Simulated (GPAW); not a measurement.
# InSb3 (Pm-3m) in GPAW: equation of state with r2SCAN

Aim: the equation of state of InSb3 with r2SCAN.

All numbers are computed with GPAW 26.7.0; they aren't measurements. Logs are shortened: lines on timing, memory, paths and dates and some standing lists are left out, and cuts for length are marked. The log counts tension as positive stress, the text compression.

### 1 Starting point

Symmetry: Pm-3m, No. 221, cubic system. The conventional cell has a = 4.806 Å, b = 4.806 Å, c = 4.806 Å, α = 90.00°, β = 90.00°, γ = 90.00°. Around Sb (site symmetry 4/mmm) lie 8 Sb at 3.40 Å and 4 In at 3.40 Å. Around In (site symmetry m-3m) lie 12 Sb at 3.40 Å.

The cell comes from a database or a generator and needn't be the stable form of this composition.

### 2 Equation of state, r2SCAN

File run.py:

```python
from ase import Atoms
from ase.eos import EquationOfState
from ase.io import Trajectory
from ase.units import GPa
from ase.parallel import parprint
from gpaw import GPAW, PW

atoms = Atoms(['Sb', 'Sb', 'Sb', 'In'],
              cell=[[4.806367, 0.0, 0.0],
                    [0.0, 4.806367, 0.0],
                    [0.0, 0.0, 4.806367]],
              scaled_positions=[[0.5, 0.5, 0.0],
                                [0.0, 0.5, 0.5],
                                [0.5, 0.0, 0.5],
                                [0.0, 0.0, 0.0]],
              pbc=True)

traj = Trajectory('eos.traj', 'w')
volumes, energies = [], []
for x in [0.94, 0.96, 0.98, 1.0, 1.02, 1.04, 1.06]:
    a = atoms.copy()
    a.set_cell(atoms.cell * x**(1 / 3), scale_atoms=True)
    calc = GPAW(mode=PW(600),
                xc='MGGA_X_R2SCAN+MGGA_C_R2SCAN',
                kpts={'size': (6, 6, 6), 'gamma': True},
                occupations={'name': 'fermi-dirac', 'width': 0.05},
                nbands=45,
                convergence={'density': 1e-05, 'energy': 1e-05},
                maxiter=150,
                txt=f'eos-{x:.2f}.txt')
    a.calc = calc
    energies.append(a.get_potential_energy(force_consistent=True))
    volumes.append(a.get_volume())
    p = -a.get_stress()[:3].mean() / GPa
    calc.write(f'eos-{x:.2f}.gpw')
    traj.write(a)
    parprint(f'{x:.2f} {volumes[-1]:10.4f} A^3 {energies[-1]:14.6f} eV {p:9.3f} GPa', flush=True)

v0, e0, B = EquationOfState(volumes, energies, eos='birchmurnaghan').fit()
parprint(f'V0 = {v0:.4f} A^3, E0 = {e0:.6f} eV, B0 = {B / GPa:.2f} GPa')
```

Potentials or basis: GPAW PAW data sets (gpaw-data 1.2.1), pw.

Launch:

```bash
$ OMP_NUM_THREADS=1 mpirun -n 4 gpaw python run.py
```

Output:

```text
__  _  _
 | _ |_)|_||  |
 |__||  | ||/\| - 26.7.0

Input parameters:
  mode=PW(ecut=600.0),
  convergence={'density': 1e-05, 'energy': 1e-05},
  kpts=MonkhorstPack(size=(6, 6, 6), gamma=True),
  maxiter=150,
  nbands=45,
  occupations=Occupations(name='fermi-dirac', width=0.05),
  xc=XC(name='MGGA_X_R2SCAN+MGGA_C_R2SCAN')

Diagonalizing LCAO Hamiltonian
Converting LCAO to pw mode
    .-----------.
   /|           |
  / |           |
 *  |           |
 |  |           |
 | Sb           |
 |  .--Sb-------.
 | /     Sb    /
 |/           /
 In----------*

Atoms  # Å, Bohr magnetons
|   | symbol |        x |        y |        z |    initial magnetic moments |
|---|--------|----------|----------|----------|-----------------------------|
| 0 |     Sb | 2.354125 | 2.354125 | 0.000000 | ( 0.0000,  0.0000,  0.0000) |
| 1 |     Sb | 0.000000 | 2.354125 | 2.354125 | ( 0.0000,  0.0000,  0.0000) |
| 2 |     Sb | 2.354125 | 0.000000 | 2.354125 | ( 0.0000,  0.0000,  0.0000) |
| 3 |     In | 0.000000 | 0.000000 | 0.000000 | ( 0.0000,  0.0000,  0.0000) |

Unit cell  # Å
| periodic |        x |        y |        z |  lengths |    angles |
|----------|----------|----------|----------|----------|-----------|
|      yes | 4.708250 | 0.000000 | 0.000000 | 4.708250 | 90.000000 |
|      yes | 0.000000 | 4.708250 | 0.000000 | 4.708250 | 90.000000 |
|      yes | 0.000000 | 0.000000 | 4.708250 | 4.708250 | 90.000000 |

Number of symmetries: 48
Symmetry operations  # r_c * U_cc + t_c -> r_c
|    | kind |            matrix            |
|----|------|------------------------------|
|  0 |  E   |  1, 0, 0,  0, 1, 0,  0, 0, 1 |
|  1 |  σ   |  1, 0, 0,  0, 1, 0,  0, 0,-1 |
|  2 |  σ   |  1, 0, 0,  0, 0, 1,  0, 1, 0 |
|  3 |  C4  |  1, 0, 0,  0, 0, 1,  0,-1, 0 |
|  4 |  C4  |  1, 0, 0,  0, 0,-1,  0, 1, 0 |
|  5 |  σ   |  1, 0, 0,  0, 0,-1,  0,-1, 0 |
|  6 |  σ   |  1, 0, 0,  0,-1, 0,  0, 0, 1 |
|  7 |  C2  |  1, 0, 0,  0,-1, 0,  0, 0,-1 |
|  8 |  σ   |  0, 1, 0,  1, 0, 0,  0, 0, 1 |
|  9 |  C2  |  0, 1, 0,  1, 0, 0,  0, 0,-1 |
| 10 |  C3  |  0, 1, 0,  0, 0, 1,  1, 0, 0 |
| 11 |  S6  |  0, 1, 0,  0, 0, 1, -1, 0, 0 |
| 12 |  S6  |  0, 1, 0,  0, 0,-1,  1, 0, 0 |
| 13 |  C3  |  0, 1, 0,  0, 0,-1, -1, 0, 0 |
| 14 |  C4  |  0, 1, 0, -1, 0, 0,  0, 0, 1 |
| 15 |  S4  |  0, 1, 0, -1, 0, 0,  0, 0,-1 |
| 16 |  C3  |  0, 0, 1,  1, 0, 0,  0, 1, 0 |
| 17 |  S6  |  0, 0, 1,  1, 0, 0,  0,-1, 0 |
| 18 |  σ   |  0, 0, 1,  0, 1, 0,  1, 0, 0 |
| 19 |  C4  |  0, 0, 1,  0, 1, 0, -1, 0, 0 |
| 20 |  C2  |  0, 0, 1,  0,-1, 0,  1, 0, 0 |
| 21 |  S4  |  0, 0, 1,  0,-1, 0, -1, 0, 0 |
| 22 |  S6  |  0, 0, 1, -1, 0, 0,  0, 1, 0 |
| 23 |  C3  |  0, 0, 1, -1, 0, 0,  0,-1, 0 |
| 24 |  S6  |  0, 0,-1,  1, 0, 0,  0, 1, 0 |
| 25 |  C3  |  0, 0,-1,  1, 0, 0,  0,-1, 0 |
| 26 |  C4  |  0, 0,-1,  0, 1, 0,  1, 0, 0 |
| 27 |  σ   |  0, 0,-1,  0, 1, 0, -1, 0, 0 |
| 28 |  S4  |  0, 0,-1,  0,-1, 0,  1, 0, 0 |
| 29 |  C2  |  0, 0,-1,  0,-1, 0, -1, 0, 0 |
| 30 |  C3  |  0, 0,-1, -1, 0, 0,  0, 1, 0 |
| 31 |  S6  |  0, 0,-1, -1, 0, 0,  0,-1, 0 |
| 32 |  C4  |  0,-1, 0,  1, 0, 0,  0, 0, 1 |
| 33 |  S4  |  0,-1, 0,  1, 0, 0,  0, 0,-1 |
| 34 |  S6  |  0,-1, 0,  0, 0, 1,  1, 0, 0 |
| 35 |  C3  |  0,-1, 0,  0, 0, 1, -1, 0, 0 |
| 36 |  C3  |  0,-1, 0,  0, 0,-1,  1, 0, 0 |
| 37 |  S6  |  0,-1, 0,  0, 0,-1, -1, 0, 0 |
| 38 |  σ   |  0,-1, 0, -1, 0, 0,  0, 0, 1 |
| 39 |  C2  |  0,-1, 0, -1, 0, 0,  0, 0,-1 |
| 40 |  σ   | -1, 0, 0,  0, 1, 0,  0, 0, 1 |
| 41 |  C2  | -1, 0, 0,  0, 1, 0,  0, 0,-1 |
| 42 |  C2  | -1, 0, 0,  0, 0, 1,  0, 1, 0 |
| 43 |  S4  | -1, 0, 0,  0, 0, 1,  0,-1, 0 |
| 44 |  S4  | -1, 0, 0,  0, 0,-1,  0, 1, 0 |
| 45 |  C2  | -1, 0, 0,  0, 0,-1,  0,-1, 0 |
| 46 |  C2  | -1, 0, 0,  0,-1, 0,  0, 0, 1 |
| 47 |  i   | -1, 0, 0,  0,-1, 0,  0, 0,-1 |

BZ-sampling:
  Number of BZ points: 216
  Number of IBZ points: 20

  Monkhorst-Pack size: [6, 6, 6]
  Monkhorst-Pack shift: [0.08333333333333333, 0.08333333333333333, 0.08333333333333333]

K-points  # in reciprocal-cell coordinates
|     |                                coordinates |     weight |
|-----|--------------------------------------------|------------|
|   0 | (  0.00000000,   0.00000000,   0.00000000) | 0.00462963 |
|   1 | (  0.16666667,   0.00000000,   0.00000000) | 0.02777778 |
|   2 | (  0.16666667,   0.16666667,   0.00000000) | 0.05555556 |
|   3 | (  0.16666667,   0.16666667,   0.16666667) | 0.03703704 |
|   4 | (  0.33333333,   0.00000000,   0.00000000) | 0.02777778 |
|   5 | (  0.33333333,   0.16666667,   0.00000000) | 0.11111111 |
|   6 | (  0.33333333,   0.16666667,   0.16666667) | 0.11111111 |
|   7 | (  0.33333333,   0.33333333,   0.00000000) | 0.05555556 |
|   8 | (  0.33333333,   0.33333333,   0.16666667) | 0.11111111 |
|   9 | (  0.33333333,   0.33333333,   0.33333333) | 0.03703704 |
| ... |                                            |            |
|  19 | (  0.50000000,   0.50000000,   0.50000000) | 0.00462963 |

Plane wave coefficients: 3523
Cutoff: 600.0 eV

Spin-components: 1 (collinear spins)
Bands:           45
Projectors:      24
Spin-degeneracy: 2
Datatype:        complex128

Parallelization:
  kpt:    4
  domain: 1
  band:   1

Density:
  Valence electrons: 58.0
  Components: 1
  Grid points: [27 27 27]
  Charge: 0.0  # |e|

Potential:
  Grid points: [27 27 27]

species:
  Sb:
    name:    Antimony
    Z:       51.0
    valence: 15
    core:    36
    charge:  0.0  # [|e|]
    compensation charges:
      type: gauss
      rc: 0.36  # [Å]
      lmax: 2
    cutoffs:
      filter: 2.23  # [Å]
      core: 2.23  # [Å]
    projectors
    | kind |    occ | energy [eV] | rcut [Å] |
    |------|--------|-------------|----------|
    |   5s |  2.000 |     -12.815 |    1.154 |
    |   5p |  3.000 |      -4.830 |    1.233 |
    |   4d | 10.000 |     -33.514 |    1.196 |
    |    s |        |      14.396 |    1.154 |
    |    p |        |      22.381 |    1.233 |
    |    d |        |      -6.303 |    1.196 |

    Using partial waves for Sb as LCAO basis

  In:
    name:    Indium
    Z:       49.0
    valence: 13
    core:    36
    charge:  0.0  # [|e|]
    compensation charges:
      type: gauss
      rc: 0.36  # [Å]
      lmax: 2
    cutoffs:
      filter: 2.09  # [Å]
      core: 2.48  # [Å]
    projectors
    | kind |    occ | energy [eV] | rcut [Å] |
    |------|--------|-------------|----------|
    |   5s |  2.000 |      -8.203 |    1.185 |
    |   5p |  1.000 |      -2.521 |    1.244 |
    |   4d | 10.000 |     -18.629 |    1.148 |
    |    s |        |      19.008 |    1.185 |
    |    p |        |      24.691 |    1.244 |
    |    d |        |       8.583 |    1.148 |

    Using partial waves for In as LCAO basis

Reference energy: -688820.094404  # eV

eigensolver:
  PPCG
  Converge bands: occupied
  niter=2

density mixing:
  MSR1-Mixer
  Pratt-step length: 0.05
  Maximum mixing coefficient: 0.75
  Old densities: 10
  SVD Regularization: 0.005
  Good broyden scale: 1.0
  Trust region scale: 1.0
  Backstep threshold: 4.0
  History deletion threshold: 6.0
  Fourier metric: weight=20.0, sigma=0.015

occupation numbers:
  Fermi-Dirac:
    width: 0.0500  # eV

poisson solver:
  ecut: 4800.0  # eV

xc functional:
  name: MGGA_X_R2SCAN+MGGA_C_R2SCAN with 2 nearest neighbor stencil

convergence criteria:
- Maximum integral of absolute [dens]ity change: 1e-05 electrons / valence electron
- Maximum [total energy] change in last 3 cyles: 1e-05 eV / valence electron
- Maximum integral of absolute [eigenst]ate change: 4e-08 eV^2 / valence electron
maximum number of iterations: 150

SCF iterations
|iter     | |      energy | eigst |  dens |
|---------|-|-------------|-------|-------|
|iter:   1| |  -79.806922 | +0.66 |       |
|iter:   2| |  -73.725821 | -0.73 | -1.86 |
|iter:   3| |  -73.751346 | -2.16 | -1.82 |
|iter:   4| |  -73.772797 | -2.94 | -1.98 |
|iter:   5| |  -73.779932 | -2.85 | -2.13 |
|iter:   6| |  -73.781477 | -3.94 | -2.57 |
|iter:   7| |  -73.782188 | -4.32 | -2.78 |
|iter:   8| |  -73.782230 | -5.57 | -3.30 |
|iter:   9| |  -73.782247c| -6.23 | -3.36 |
|iter:  10| |  -73.782257c| -7.11 | -3.53 |
|iter:  11| |  -73.782267c| -6.26 | -3.67 |
|iter:  12| |  -73.782276c| -5.94 | -3.97 |
|iter:  13| |  -73.782276c| -7.71c| -5.27c|

Converged in 13 steps
Energy contributions relative to reference atoms: (reference = -688820.094404)

Energy contributions:
  Kinetic:          31.063656
  Coulomb:         -28.561727
  Zero:              0.192987
  External:          0.000000
  Xc:              -76.468594
  Entropy:          -0.017197
  Spinorbit:         0.000000
  ----------------------------
  Free energy:     -73.790874
  Extrapolated:    -73.782276

dipole moment: (-32.780273, -32.780273, -32.780273)  # |e|*Ang

Fermi level: 8.098
Eigenvalues  # (at kpt = [0.000, 0.000, 0.000])
| band index |      eig [eV] | occ [0-2] |
|------------|---------------|-----------|
|          0 |       -22.048 |     2.000 |
|        ... |               |           |
|         19 |        -6.978 |     2.000 |
|         20 |        -5.094 |     2.000 |
|         21 |         0.540 |     2.000 |
|         22 |         0.540 |     2.000 |
|         23 |         3.221 |     2.000 |
|         24 |         3.221 |     2.000 |
[... 8 lines left out ...]
|         33 |        13.517 |     0.000 |
|         34 |        13.517 |     0.000 |
|        ... |               |           |
|         44 |        20.070 |     0.000 |

No gap
No difference between direct/indirect transitions

Stress tensor  # eV/Ang^3
|         x |         y |         z |
|-----------|-----------|-----------|
| -0.018325 |  0.000000 |  0.000000 |
|  0.000000 | -0.018325 |  0.000000 |
|  0.000000 |  0.000000 | -0.018325 |

# Writing to eos-0.94.gpw (mode='')
```

It took 7.2 min on 4 MPI ranks of Arm Neoverse V1, shared host; peak memory 0.81 GiB.

What came out:

```yaml
Equilibrium_volume: "27.41 Å³/atom (rough: see the caveat)"
Bulk_modulus: 54 GPa (rough)
```

Energy against volume, from the lowest point:
| volume (Å³/atom) | energy (meV/atom) |
| --- | --- |
| 26.093 | 11.45 |
| 26.648 | 3.50 |
| 27.203 | 0.00 |
| 27.758 | 0.43 |
| 28.313 | 4.46 |
| 28.868 | 11.62 |
| 29.424 | 21.57 |

Caveat: the points scatter about the fit; the PAW data sets were made with another functional, which shifts forces and pressure a little. The run has no spin-orbit coupling, so splittings on Sb are missing.
